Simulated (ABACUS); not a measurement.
HfIn4SiO6 in ABACUS: the effect of functional

HfIn4SiO6:

```
CELL_PARAMETERS angstrom
5.31238 0.00000 0.00000
-2.65620 4.60066 0.00000
0.00000 0.00000 10.62898
ATOMIC_POSITIONS crystal
Hf 0.66667 0.33333 0.00000
In 0.00000 0.00000 0.30446
In 0.00000 0.00000 0.69554
In 0.33333 0.66667 0.78919
In 0.33333 0.66667 0.21081
Si 0.00000 0.00000 0.00000
O 0.97300 0.70496 0.89972
O 0.29504 0.02700 0.10028
O 0.29504 0.26804 0.89972
O 0.73196 0.70496 0.10028
O 0.73196 0.02700 0.89972
O 0.97300 0.26804 0.10028
```

The cell was built by a generator and needn't be a form met in nature.

The cell isn't the ideal one: volume scaled by 1.02.

Alike in all runs:

| Item | Value |
| --- | --- |
| Program | ABACUS 3.10.1 |
| Task | equation of state |
| Potentials or basis | SG15 ONCV 1.2 PBE |
| Cutoff | 1361 eV |
| Density cutoff | 5442 eV |
| Basis | DZP LCAO (the cutoffs set its grid) |
| k mesh | 4 × 4 × 2 |
| Occupations | fermi-dirac, width 0.05 eV |
| Spin | no spin polarisation |

```tsv
functional	gap on the mesh (eV)	pressure (GPa)	largest force (eV/Å)
LDA	0.46	-4.6	0.62
PBEsol	0.44	-2.4	0.41
WC	0.47	-2.4	0.39
SOGGA	?	?	?
SCAN	0.68	-3.9	0.59
```

Task: What does the run with functional SOGGA give?

Result: gap on the mesh 0.41 eV; pressure -2.7 GPa; largest force 0.42 eV/Å.

Caveats: the atomic orbitals were generated for these runs and aren't a published set; the potentials were made for another functional, which shifts forces and pressure; spin-orbit coupling is left out, which moves the levels of the heavy elements; the basis of atomic orbitals isn't converged, which shifts pressures, moduli and gaps.

A k mesh can miss the band edges.

Runs at the PBE level aren't shown here.
